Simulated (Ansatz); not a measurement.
Set up this calculation in Ansatz 0.2.0, as the native input.

```
Task                              : single point
Functional                        : PBE
Potentials or basis               : Ansatz PAW
Cutoff                            : 420 eV (not typed: the program's choice for these potentials)
k mesh                            : 5 × 5 × 1
Occupations                       : fermi-dirac, width 0.05 eV
Spin                              : no spin polarisation
Boundary along the surface normal : dipole_correction
Miller                            : [1, 1, 0]
Adsorbate                         : HF
Bulk formula                      : Ta
```

Ta12HF, a slab with vacuum:

```
Ta F H
1.0
     5.72020    0.00000    0.00000
    -1.90673    5.39306    0.00000
     0.00000    0.00000   23.08643
Ta F H
12 1 1
Direct
  0.25000 0.25000 0.34652
  0.25000 0.75000 0.34652
  0.75000 0.25000 0.34652
  0.75000 0.75000 0.34652
  0.50000 0.50000 0.44768
  0.50000 0.00000 0.44768
  0.00000 0.50000 0.44768
  0.00000 0.00000 0.44768
  0.75000 0.75000 0.54883
  0.75000 0.25000 0.54883
  0.25000 0.75000 0.54883
  0.25000 0.25000 0.54883
  0.00000 0.50000 0.63719
  0.11454 0.63557 0.65521
```

The cell isn't the ideal one: HF (tilted) over a bridge site of the (1 1 0) slab of Ta, cut from the database cell, not relaxed.

These files were run (other wordings do the same):

input.yaml

```yaml
crystal:
  lattice:
    - [5.720201715, 0.0, 0.0]
    - [-1.906733905, 5.3930578966, 0.0]
    - [0.0, 0.0, 23.0864251426]
  atoms:
    - { symbol: Ta, position: [0.25, 0.25, 0.3465239833] }
    - { symbol: Ta, position: [0.25, 0.75, 0.3465239833] }
    - { symbol: Ta, position: [0.75, 0.25, 0.3465239833] }
    - { symbol: Ta, position: [0.75, 0.75, 0.3465239833] }
    - { symbol: Ta, position: [0.5, 0.5, 0.4476770443] }
    - { symbol: Ta, position: [0.5, 0.0, 0.4476770443] }
    - { symbol: Ta, position: [0.0, 0.5, 0.4476770443] }
    - { symbol: Ta, position: [0.0, 0.0, 0.4476770443] }
    - { symbol: Ta, position: [0.75, 0.75, 0.5488301053] }
    - { symbol: Ta, position: [0.75, 0.25, 0.5488301053] }
    - { symbol: Ta, position: [0.25, 0.75, 0.5488301053] }
    - { symbol: Ta, position: [0.25, 0.25, 0.5488301053] }
    - { symbol: F, position: [1.0, 0.5, 0.6371937211] }
    - { symbol: H, position: [1.1145424002, 0.6355740516, 0.6552086366] }
hamiltonian:
  xc: pbe
  pseudopotentials: { kind: paw }
kpoints:
  mp_grid: { grid: [5, 5, 1] }
scf:
  occupations: { method: fermi_dirac, width: 0.05 }
output:
  forces: true
  eigenvalues: true
efield:
  axis: 3
  dipole_correction: true
  ramp_width: 0.04
```

Potentials or basis: Ansatz PAW.

Launch:

```sh
$ ansatz run input.yaml --threads 4 --pin off --max-ram 11264MiB --backend cpu --events-out ev --progress --plain --runs-dir out
```

It gave:

The largest force is 1.852 eV/Å. The band gap on the k mesh is none (metal or under the smearing width), the work function of the upper face is 3.74 eV and the work function of the lower face is 4.83 eV. The dipole across the slab is 0.185 e·Å.

Run time: 22 s on 4 threads of Arm Neoverse V1 (shared host), peak memory 1.8 GiB.
